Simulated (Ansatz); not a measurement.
# ZrSeTe: the cell at several levels of theory

An exercise on one series of results from a longer session: the logs are not shown, and one member is left open.

The runs shown are made with Ansatz 0.2.0. PAW datasets, plane waves, zero pressure. The calculation is spin-unpolarised, and the structure need not be a phase that has been made.

## The system as given

The sheet's in-plane cell has a = 4.009 Å, b = 4.009 Å (γ = 120.0°), and its outermost atoms lie 3.91 Å apart along the normal. Zr has 3 Se at 3.03 Å and 3 Te at 3.03 Å; Se has 3 Zr at 3.03 Å; Te has 3 Zr at 3.03 Å.

Structure file:

```xyz
3
Lattice="4.0094 0.0000 0.0000 -2.0047 3.4722 0.0000 0.0000 0.0000 18.0000" Properties=species:S:1:pos:R:3 pbc="T T F"
Zr    0.0000    2.3148    9.0000
Se    2.0047    1.1574   10.9573
Te    2.0047    1.1574    7.0427
```
The sheet repeats along a and b alone.

Set-up of the first run:

Contents of input.yaml:

```yaml
crystal:
  lattice:
    - [4.009366505, 0.0, 0.0]
    - [-2.0046832525, 3.4722132464, 0.0]
    - [0.0, 0.0, 18.0]
  atoms:
    - { symbol: Zr, position: [0.3333333333, 0.6666666667, 0.5] }
    - { symbol: Se, position: [0.6666666667, 0.3333333333, 0.6087404739] }
    - { symbol: Te, position: [0.6666666667, 0.3333333333, 0.3912595261] }
  periodic: [true, true, false]
kpoints:
  mp_grid: { grid: [6, 6, 1] }
hamiltonian:
  xc: pbe
scf:
  occupations: { method: fermi_dirac, width: 0.02 }
relax:
  f_tol: 0.005
  cell: {}
```

Steps of the session up to this table: Relaxing with PBE; Relaxing with r2SCAN; Relaxation with PBEsol; Relaxation with LDA; HSE06: cell and atoms.

One of the session's tables, all rows but one given; the rest of the session is left out.

| level | a (Å) | area (Å²/atom) |
| --- | --- | --- |
| PBE | 3.823 | 4.218 |
| r2SCAN | 3.827 | 4.229 |
| PBEsol | ? | ? |
| LDA | 3.714 | 3.983 |
| HSE06 | 3.813 | 4.197 |

Q: Estimate the row for PBEsol from the others.

**Answer.** a (Å): 3.748; area (Å²/atom): 4.055. In the column «a (Å)» it lies between LDA (3.714) and HSE06 (3.813).

LDA gives the smallest cell and r2SCAN the largest; they differ by 6.2 % in area, a mean of 3.0 % in length. LDA's area lies 5.6 % below PBE's. The meshes differ: PBE 6×6×1, r2SCAN 12×12×1, PBEsol 12×12×1, LDA 12×12×1, HSE06 6×6×1.

Limits of these values: Warnings in the runs' records: band table not solved further, slab cell height set, xc potential rough in thin density.
